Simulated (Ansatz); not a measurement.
# H7InO4Si: the cost of one run

The runs use Ansatz 0.2.0, Gaussian basis; r2SCAN/def2-SVP.

1 further run of the same task is left out (for a known fault of the program). Runs told in other sessions of the task aren't counted.

## 1. The geometry

The structure was relaxed beforehand with PBE0-D4 in a triple-zeta def2 set. In takes the def2 core potential; no spin-orbit term is included.

SMILES `[OH][In-]([OH])([OH])[OH+][SiH3]`, 13 atoms, charge 0, spin multiplicity 1.

Atoms are counted from 1 here; the program's logs count them from 0.

Bond lengths: O1–In2 1.982 Å, O1–H7 0.960 Å, In2–O3 2.067 Å, In2–O4 1.976 Å, In2–O5 2.176 Å, O3–H8 0.960 Å, O4–H9 0.960 Å, O5–Si6 1.751 Å, O5–H10 0.959 Å, Si6–H11 1.481 Å, Si6–H12 1.488 Å, Si6–H13 1.518 Å. Angles: In2–O1–H7 113.7°, O1–In2–O3 108.4°, O1–In2–O4 128.5°, O1–In2–O5 112.3°, O3–In2–O4 118.3°, O3–In2–O5 68.3°, O4–In2–O5 104.4°, In2–O3–H8 117.5°, In2–O4–H9 113.0°, In2–O5–Si6 110.2°, In2–O5–H10 135.4°, Si6–O5–H10 114.3°, O5–Si6–H11 117.6°, O5–Si6–H12 119.9°, O5–Si6–H13 91.4°, H11–Si6–H12 117.9°, H11–Si6–H13 100.8°, H12–Si6–H13 99.5°.

## 2. Dynamics

The input, in.yaml:

```yaml
crystal:
  periodic: [false, false, false]
  atoms:
    - {symbol: O, position_ang: [-0.506498, 2.246208, 1.469108]}
    - {symbol: In, position_ang: [-1.015890, 0.744815, 0.280433]}
    - {symbol: O, position_ang: [-0.101517, -0.975075, 0.972208]}
    - {symbol: O, position_ang: [-2.630789, 0.558845, -0.842490]}
    - {symbol: O, position_ang: [0.618221, 0.126492, -1.016244]}
    - {symbol: Si, position_ang: [1.398350, -1.299761, -0.366265]}
    - {symbol: H, position_ang: [-1.094149, 3.002302, 1.408149]}
    - {symbol: H, position_ang: [0.226431, -0.970051, 1.874114]}
    - {symbol: H, position_ang: [-3.315796, 1.193964, -0.622507]}
    - {symbol: H, position_ang: [0.959297, 0.408943, -1.866997]}
    - {symbol: H, position_ang: [0.748611, -2.608443, -0.609783]}
    - {symbol: H, position_ang: [2.300691, -1.179385, 0.811399]}
    - {symbol: H, position_ang: [2.433338, -1.283854, -1.476425]}
basis:
  gaussian: {orbitals: def2-SVP}
hamiltonian: {xc: {name: r2SCAN}}
md: {timestep: 2 fs, n_steps: 20, ensemble: nvt_langevin, temperature: 500, initial_velocities: maxwell_boltzmann, friction: 0.01, seed: 121}
```

The run is started by

```bash
ansatz run in.yaml --threads 4 --pin off --events-out ev --progress --plain --max-ram 11315MiB
```

**Question.** How long does this run take on 4 threads of Intel Xeon at 2.70GHz, shared host, and how much memory does it need?

About 98 s, with a peak of 0.37 GiB.
